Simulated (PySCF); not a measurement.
# C3H10Si: the cost of one run

Computed with PySCF 2.14.0, with density-fitted response routines of our own, on a single molecule in the gas phase. Atoms are numbered from 0 throughout.

## (1) Starting geometry

14 atoms, charge 0, multiplicity 1; geometry from: GFN2-xTB. The atoms were then displaced at random by about 0.01 Å, so the start is not that level's minimum.

Bonds of the start (Å): C0–C1 1.50, C1–C2 1.52, C2–Si3 1.95, C0–H4 1.07, C0–H5 1.11, C0–H6 1.11, C1–H7 1.11, C1–H8 1.11, C2–H9 1.07, C2–H10 1.09, Si3–H11 1.46, Si3–H12 1.45, Si3–H13 1.43.

## (2) Optimising the geometry at PBE0-D3(BJ)/def2-SVP

The job: settings as JSON, then the geometry in Å.

```
{"job": {"xc": "PBE0", "basis": "def2-SVP", "d3": "d3bj", "grid": 1, "shake": 0.01, "kind": "geom"}, "charge": 0, "multiplicity": 1}
C     -2.036410     0.165730    -0.055370
C     -0.619040     0.411500     0.374040
C      0.344400    -0.435660    -0.439480
Si     2.210220    -0.180240     0.078390
H     -2.339090    -0.858700     0.063280
H     -2.186240     0.451440    -1.112570
H     -2.727030     0.803600     0.527120
H     -0.346060     1.477800     0.251630
H     -0.517060     0.179770     1.456680
H      0.242900    -0.199410    -1.480910
H      0.082970    -1.488440    -0.311520
H      2.556440     1.222030    -0.101210
H      2.314710    -0.530500     1.482850
H      3.012150    -1.034000    -0.740690
```

The run is started by

```
OMP_NUM_THREADS=1 python probes_run.py task.json out
```

This one command runs all jobs of the session in turn.

**Question.** How long does this first job take on 1 thread of Arm Neoverse V1, shared host, and how much memory does it need?

About 17 s, with a peak of 0.44 GiB.
